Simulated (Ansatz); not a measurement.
**BClGaHS: small, medium and large basis sets**

The task here is to estimate one member of a computed series from the others.

Method: one geometry, several basis sets; program: Ansatz 0.2.0, Gaussian basis.

Levels to be run: PBE0-D4/def2-SVP; ωB97M-V/def2-SVP; PBE0-D4/def2-QZVPP; ωB97M-V/def2-QZVPP; the functionals' def2-TZVPP values are taken from earlier runs.

## Structure used throughout

The geometry comes from an earlier relaxation with PBE0-D4 in a triple-zeta def2 set; it is a stationary point.

5 atoms, charge 0, spin multiplicity 1.

Atoms are counted from 1 here; the program's logs count them from 0.

Bond lengths: Cl1–B2 1.750 Å, B2–S3 1.757 Å, B2–H5 1.219 Å, S3–Ga4 2.363 Å. Angles: Cl1–B2–S3 125.4°, Cl1–B2–H5 113.9°, S3–B2–H5 120.7°, B2–S3–Ga4 79.5°.

Set-up of the first run:

Contents of in.yaml:

```yaml
crystal:
  periodic: [false, false, false]
  atoms:
    - {symbol: Cl, position_ang: [0.241988, -1.121843, 1.919057]}
    - {symbol: B, position_ang: [0.058222, -0.248530, 0.413980]}
    - {symbol: S, position_ang: [0.335991, -0.912244, -1.189405]}
    - {symbol: Ga, position_ang: [-0.293029, 1.298443, -1.740076]}
    - {symbol: H, position_ang: [-0.293172, 0.910471, 0.555043]}
basis:
  gaussian: {orbitals: def2-SVP}
hamiltonian: {xc: pbe0, dispersion: d4}
output: {orbitals: {seedname: orbitals}}
```

Among the steps run: PBE0-D4 in def2-SVP; ωB97M-V in def2-SVP; PBE0-D4 in def2-QZVPP; ωB97M-V in def2-QZVPP.

One table of the session follows, with a row left open; its other results are not shown here.

It belongs to the step «Density functionals: the series». 

| functional | basis | HOMO (eV) | LUMO (eV) |
| --- | --- | --- | --- |
| PBE0-D4 | def2-SVP | -6.99 | -1.78 |
| PBE0-D4 | def2-TZVPP | ? | ? |
| PBE0-D4 | def2-QZVPP | -7.04 | -1.88 |
| ωB97M-V | def2-SVP | -8.95 | -0.03 |
| ωB97M-V | def2-TZVPP | -9.00 | -0.11 |
| ωB97M-V | def2-QZVPP | -9.04 | -0.25 |

**Question.** Estimate the row for PBE0-D4, def2-TZVPP.

**Answer.** HOMO (eV): -7.01; LUMO (eV): -1.83. In the column «HOMO (eV)» it lies between PBE0-D4, def2-QZVPP (-7.04) and PBE0-D4, def2-SVP (-6.99).
